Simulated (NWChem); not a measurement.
**the pair CH5N···SiH3Cl, step by step**

Aim: a single-point energy (singlet CH8ClNSi, M06-2X-D3(0)/6-31+G*), then the energy (singlet CH5N, M06-2X-D3(0)/6-31+G*), then the energy (singlet SiH3Cl, M06-2X-D3(0)/6-31+G*), then the energy (singlet CH5N, M06-2X-D3(0)/6-31+G*), then the energy (singlet SiH3Cl, M06-2X-D3(0)/6-31+G*) of CH8ClNSi and its partners. 

Program for the calculation: NWChem 7.3.0.

## 1. Starting point

The species is CH8ClNSi (12 atoms), meant as a singlet with charge 0. The two molecules were placed rigidly side by side, at 0.9 times their contact distance; the pair isn't optimised.

Bond lengths: C1–N2 1.453 Å, Si8–Cl9 2.054 Å, C1–H3 1.100 Å, C1–H4 1.092 Å, C1–H5 1.092 Å, N2–H6 1.012 Å, N2–H7 1.012 Å, Si8–H10 1.481 Å, Si8–H11 1.481 Å, Si8–H12 1.481 Å. Some angles: C1–N2–H6 110.6°, C1–N2–H7 110.6°, N2–C1–H3 115.4°, N2–C1–H4 109.4°, N2–C1–H5 109.4°, Cl9–Si8–H10 108.5°, Cl9–Si8–H11 108.5°, Cl9–Si8–H12 108.5°, H6–N2–H7 106.7°, H3–C1–H4 107.7°.

## 2. A single-point energy at M06-2X-D3(0)/6-31+G(d) (spherical functions) (run 1)

File geom.nw:

```
start geom
memory stack 880 mb heap 220 mb global 1100 mb
charge 0
geometry noautosym nocenter noautoz
  C       -0.473800      -0.138390      -0.281490
  N        0.801600       0.390910       0.170510
  H       -0.984400      -0.806390       0.427510
  H       -0.327200      -0.690690      -1.212490
  H       -1.150500       0.689310      -0.505490
  H        1.448000      -0.360590       0.373510
  H        0.686300       0.915810       1.027910
  Si       2.926730      -3.519580      -1.232630
  Cl       1.890800      -3.006650       0.464630
  H        3.350970      -4.933480      -1.115500
  H        4.107910      -2.634200      -1.348480
  H        2.033300      -3.343750      -2.400300
end
basis spherical bse
  * library 6-31+G*
end
dft
  xc m06-2x
  disp vdw 3
  grid fine
  convergence energy 1e-08
  maxiter 100
  mulliken
  noprint "final vectors analysis"
end
task dft energy
```

Run with:

```
$ nwchem geom.nw > geom.out
```

The program printed:

```text
[...]
          Wavefunction type:  closed shell.
          No. of atoms     :    12
          No. of electrons :    52
[...]
          Charge           :     0
          Spin multiplicity:     1
[...]
          AO basis - number of functions:    96
[...]
              XC Information
              --------------
                       M06-2X Method XC Functional
                     Hartree-Fock (Exact) Exchange  0.540
                        M06-2X Exchange Functional  1.000
                      M06-2X Correlation Potential  1.000
[...]
 d= 0,ls=0.0,diis     1   -847.1941922599 -1.05D+03  8.37D-03  3.40D-01     4.4
[...]
 d= 0,ls=0.0,diis     9   -847.2429779565 -4.28D-09  1.01D-06  1.03D-09    29.7
         Total DFT energy =     -847.242977956482
      One electron energy =    -1576.986951894706
           Coulomb energy =      588.088404538153
    Exchange-Corr. energy =      -64.426323037439
 Nuclear repulsion energy =      206.082090274416
    Dispersion correction =       -0.000197836905
[...]
      Total Density - Mulliken Population Analysis
     ---------------------------------------------
    Atom       Charge   Shell Charges
 -----------   ------   -------------------------------------------------------
    1 C    6     6.51   2.00  0.66  2.09  0.64  0.94  0.09  0.05  0.05
    2 N    7     7.83   2.00  0.77  2.49  0.90  1.56 -0.05  0.13  0.03
    3 H    1     0.82   0.53  0.29
    4 H    1     0.80   0.53  0.27
    5 H    1     0.80   0.53  0.27
    6 H    1     0.62   0.50  0.12
    7 H    1     0.63   0.51  0.12
    8 Si  14    13.55   2.00  2.00  5.97  1.01  1.92  0.23  0.13  0.02  0.06  0.20
    9 Cl  17    17.28   2.00  2.00  5.98  1.38  3.65  0.58  1.65 -0.00  0.04  0.02
   10 H    1     1.06   0.50  0.56
[...]
```

It took 31 s on 1 thread of Intel Xeon Platinum 8488C (Sapphire Rapids), shared host; peak memory 0.12 GiB.

## 3. CH5N: a single-point energy at M06-2X-D3(0)/6-31+G(d) (spherical functions) (run 2)

File a.nw:

```
start a
title "CH5N M06-2X"
memory 2200 mb

geometry units angstroms noautosym nocenter noautoz
C     -0.473800    -0.138390    -0.281490
N      0.801600     0.390910     0.170510
H     -0.984400    -0.806390     0.427510
H     -0.327200    -0.690690    -1.212490
H     -1.150500     0.689310    -0.505490
H      1.448000    -0.360590     0.373510
H      0.686300     0.915810     1.027910
end

basis "ao basis" spherical bse
* library 6-31+G*
end

dft
xc m06-2x
disp vdw 3
grid fine
convergence energy 1e-08
maxiter 100
mulliken
print low
end

task dft energy
```

Run with:

```
$ nwchem a.nw > a.out
```

The program printed:

```text
[...]
 d= 0,ls=0.0,diis     1    -95.7758215155 -1.38D+02  1.22D-02  1.96D-01     1.0
[...]
 d= 0,ls=0.0,diis     8    -95.8007734220 -9.32D-09  3.34D-06  1.26D-09     5.3
         Total DFT energy =      -95.800773421968
      One electron energy =     -211.639463415813
           Coulomb energy =       87.845108273123
    Exchange-Corr. energy =      -14.147295750172
 Nuclear repulsion energy =       42.140881650574
    Dispersion correction =       -0.000004179679
[...]
      Total Density - Mulliken Population Analysis
     ---------------------------------------------
    Atom       Charge   Shell Charges
 -----------   ------   -------------------------------------------------------
    1 C    6     6.49   2.00  0.66  2.09  0.64  0.94  0.07  0.05  0.05
    2 N    7     7.83   2.00  0.77  2.49  0.89  1.55 -0.04  0.13  0.03
    3 H    1     0.82   0.53  0.29
    4 H    1     0.80   0.53  0.27
    5 H    1     0.80   0.53  0.27
    6 H    1     0.63   0.51  0.12
    7 H    1     0.63   0.51  0.12
[...]
```

Wall time 6 s (1 thread of Intel Xeon Platinum 8488C (Sapphire Rapids), shared host); peak memory 0.11 GiB.

## 4. SiH3Cl: the energy at M06-2X-D3(0)/6-31+G(d) (spherical functions) (run 3)

File mol.nw:

```
start mol
title "ClH3Si M06-2X"
memory stack 880 mb heap 220 mb global 1100 mb
charge 0

geometry noautosym nocenter noautoz
   Si     2.926730    -3.519580    -1.232630
   Cl     1.890800    -3.006650     0.464630
   H      3.350970    -4.933480    -1.115500
   H      4.107910    -2.634200    -1.348480
   H      2.033300    -3.343750    -2.400300
end

basis "ao basis" spherical bse
   Si library 6-31+G*
   Cl library 6-31+G*
   H library 6-31+G*
end

dft
   xc m06-2x
   disp vdw 3
   grid fine
   convergence energy 1e-08
   iterations 100
   mulliken
   print low
end

task dft energy
```

Run with:

```
$ nwchem mol.nw > mol.out
```

The program printed:

```text
[...]
 d= 0,ls=0.0,diis     1   -751.4147590431 -8.38D+02  1.20D-02  1.49D-01     1.2
[...]
 d= 0,ls=0.0,diis     8   -751.4396574932 -3.04D-10  2.46D-07  6.61D-11     6.5
         Total DFT energy =     -751.439657493183
      One electron energy =    -1210.234018041873
           Coulomb energy =      422.732665726585
    Exchange-Corr. energy =      -50.275813491503
 Nuclear repulsion energy =       86.337512423394
    Dispersion correction =       -0.000004109785
[...]
      Total Density - Mulliken Population Analysis
     ---------------------------------------------
    Atom       Charge   Shell Charges
 -----------   ------   -------------------------------------------------------
    1 Si  14    13.56   2.00  2.00  5.97  1.01  1.92  0.23  0.14  0.03  0.07  0.20
    2 Cl  17    17.26   2.00  2.00  5.98  1.38  3.65  0.58  1.63 -0.00  0.04  0.02
    3 H    1     1.06   0.50  0.56
    4 H    1     1.06   0.50  0.56
    5 H    1     1.06   0.50  0.56
[...]
```

Wall time 7.2 s (1 thread of Intel Xeon Platinum 8488C (Sapphire Rapids), shared host); peak memory 0.12 GiB.

## 5. CH5N among ghost functions: a single-point energy at M06-2X-D3(0)/6-31+G(d) (spherical functions, with ghost functions) (run 4)

File ch5n.nw:

```
start ch5n
title "CH5N energy"
memory stack 880 mb heap 220 mb global 1100 mb

geometry units angstroms noautosym nocenter noautoz
C       -0.473800      -0.138390      -0.281490
N        0.801600       0.390910       0.170510
H       -0.984400      -0.806390       0.427510
H       -0.327200      -0.690690      -1.212490
H       -1.150500       0.689310      -0.505490
H        1.448000      -0.360590       0.373510
H        0.686300       0.915810       1.027910
bqSi     2.926730    -3.519580    -1.232630
bqCl     1.890800    -3.006650     0.464630
bqH      3.350970    -4.933480    -1.115500
bqH      4.107910    -2.634200    -1.348480
bqH      2.033300    -3.343750    -2.400300
end

basis "ao basis" spherical bse
C library 6-31+G*
N library 6-31+G*
H library 6-31+G*
bqSi library Si 6-31+G*
bqCl library Cl 6-31+G*
bqH library H 6-31+G*
end

dft
xc m06-2x
disp vdw 3
grid fine
convergence energy 1e-08
maxiter 100
mulliken
noprint "final vectors analysis"
end

task dft energy
```

Run with:

```
$ nwchem ch5n.nw > ch5n.out
```

The program printed:

```text
[...]
          Wavefunction type:  closed shell.
          No. of atoms     :    12
          No. of electrons :    18
[...]
          Charge           :     0
          Spin multiplicity:     1
[...]
          AO basis - number of functions:    96
[...]
              XC Information
              --------------
                       M06-2X Method XC Functional
                     Hartree-Fock (Exact) Exchange  0.540
                        M06-2X Exchange Functional  1.000
                      M06-2X Correlation Potential  1.000
[...]
 d= 0,ls=0.0,diis     1    -95.7759870012 -1.38D+02  5.94D-03  1.96D-01     3.2
[...]
 d= 0,ls=0.0,diis     8    -95.8009309540 -9.20D-09  1.54D-06  1.32D-09    23.1
         Total DFT energy =      -95.800930953978
      One electron energy =     -211.638578743411
           Coulomb energy =       87.843869167079
    Exchange-Corr. energy =      -14.147098848541
 Nuclear repulsion energy =       42.140881650574
    Dispersion correction =       -0.000004179679
[...]
      Total Density - Mulliken Population Analysis
     ---------------------------------------------
    Atom       Charge   Shell Charges
 -----------   ------   -------------------------------------------------------
    1 C    6     6.50   2.00  0.66  2.09  0.65  0.94  0.08  0.05  0.05
    2 N    7     7.83   2.00  0.77  2.49  0.90  1.56 -0.04  0.12  0.03
    3 H    1     0.82   0.53  0.29
    4 H    1     0.80   0.53  0.27
    5 H    1     0.80   0.53  0.27
    6 H    1     0.62   0.51  0.11
    7 H    1     0.63   0.51  0.12
    8 X    0    -0.00  -0.00 -0.00 -0.00 -0.00 -0.00 -0.00  0.00 -0.00 -0.00 -0.00
    9 X    0     0.01  -0.00 -0.00  0.00 -0.00 -0.00  0.00  0.00  0.00  0.00  0.00
   10 X    0     0.00  -0.00  0.00
[...]
```

Run time: 24 s. Hardware: 1 thread of Intel Xeon Platinum 8488C (Sapphire Rapids), shared host; peak memory 0.12 GiB.

## 6. SiH3Cl among ghost functions: the energy at M06-2X-D3(0)/6-31+G(d) (spherical functions, with ghost functions) (run 5)

File a.nw:

```
start a
memory total 2200 mb

geometry units angstroms noautosym nocenter noautoz
   Si       2.926730      -3.519580      -1.232630
   Cl       1.890800      -3.006650       0.464630
   H        3.350970      -4.933480      -1.115500
   H        4.107910      -2.634200      -1.348480
   H        2.033300      -3.343750      -2.400300
   bqC     -0.473800    -0.138390    -0.281490
   bqN      0.801600     0.390910     0.170510
   bqH     -0.984400    -0.806390     0.427510
   bqH     -0.327200    -0.690690    -1.212490
   bqH     -1.150500     0.689310    -0.505490
   bqH      1.448000    -0.360590     0.373510
   bqH      0.686300     0.915810     1.027910
end

basis spherical bse
   Si library 6-31+G*
   Cl library 6-31+G*
   H library 6-31+G*
   bqC library C 6-31+G*
   bqN library N 6-31+G*
   bqH library H 6-31+G*
end

dft
   xc m06-2x
   disp vdw 3
   grid fine
   convergence energy 1e-08
   iterations 100
   mulliken
   print low
end

task dft energy
```

Run with:

```
$ nwchem a.nw > a.out
```

The program printed:

```text
[...]
 d= 0,ls=0.0,diis     1   -751.4150068330 -8.38D+02  6.27D-03  1.49D-01     3.8
[...]
 d= 0,ls=0.0,diis     8   -751.4398668380 -2.96D-10  1.36D-07  6.80D-11    25.0
         Total DFT energy =     -751.439866838022
      One electron energy =    -1210.229076115045
           Coulomb energy =      422.726773793734
    Exchange-Corr. energy =      -50.275072830320
 Nuclear repulsion energy =       86.337512423394
    Dispersion correction =       -0.000004109785
[...]
      Total Density - Mulliken Population Analysis
     ---------------------------------------------
    Atom       Charge   Shell Charges
 -----------   ------   -------------------------------------------------------
    1 Si  14    13.55   2.00  2.00  5.97  1.01  1.92  0.23  0.13  0.03  0.07  0.20
    2 Cl  17    17.28   2.00  2.00  5.98  1.38  3.65  0.57  1.64 -0.00  0.04  0.02
    3 H    1     1.06   0.50  0.56
    4 H    1     1.06   0.50  0.56
    5 H    1     1.06   0.50  0.56
    6 X    0    -0.00   0.00  0.00  0.00 -0.00 -0.00 -0.00 -0.00  0.00
    7 X    0     0.00  -0.00 -0.00 -0.00  0.00  0.00 -0.00  0.00  0.00
    8 X    0     0.00  -0.00  0.00
    9 X    0     0.00   0.00  0.00
   10 X    0    -0.00  -0.00 -0.00
[...]
```

It took 26 s on 1 thread of Intel Xeon Platinum 8488C (Sapphire Rapids), shared host; peak memory 0.12 GiB.

## 7. Results

| quantity | value |
| --- | --- |
| run 1, M06-2X-D3(0)/6-31+G*: total energy | -847.24298 Eh |
| run 1, M06-2X-D3(0)/6-31+G*: dipole moment | 1.65 D |
| run 1, M06-2X-D3(0)/6-31+G*: dispersion energy | -0.52 kJ/mol |
| CH5N: total energy | -95.80077 Eh |
| CH5N: dispersion energy | -0.01 kJ/mol |
| SiH3Cl: total energy | -751.43966 Eh |
| SiH3Cl: dispersion energy | -0.01 kJ/mol |
| CH5N among ghost functions: total energy | -95.80093 Eh |
| CH5N among ghost functions: dipole moment | 1.52 D |
| CH5N among ghost functions: dispersion energy | -0.01 kJ/mol |
| SiH3Cl among ghost functions: total energy | -751.43987 Eh |
| SiH3Cl among ghost functions: dispersion energy | -0.01 kJ/mol |
| interaction energy of the rigid parts CH5N and SiH3Cl (parts in their own basis; closest atoms 2.68 Å apart) | -0.069 eV |
| interaction energy of the rigid parts CH5N and SiH3Cl (parts in the whole basis, counterpoise; closest atoms 2.68 Å apart) | -0.059 eV |

In words: The interaction energy of the rigid parts CH5N and SiH3Cl (parts in their own basis; closest atoms 2.68 Å apart) is −0.07 eV (−6.7 kJ/mol): the parts attract. Without counterpoise this holds the superposition error of the basis. The interaction energy of the rigid parts CH5N and SiH3Cl (parts in the whole basis, counterpoise; closest atoms 2.68 Å apart) is −0.06 eV (−1.4 kcal/mol): the parts attract. The basis-set superposition error is 1.0 kJ/mol. Mulliken charges (CH5N) run from -0.83 on N2 to +0.37 on H6; in a basis this large or diffuse they mean little. Mulliken charges (SiH3Cl) run from -0.26 on Cl2 to +0.44 on Si1; in a basis this large or diffuse they mean little.
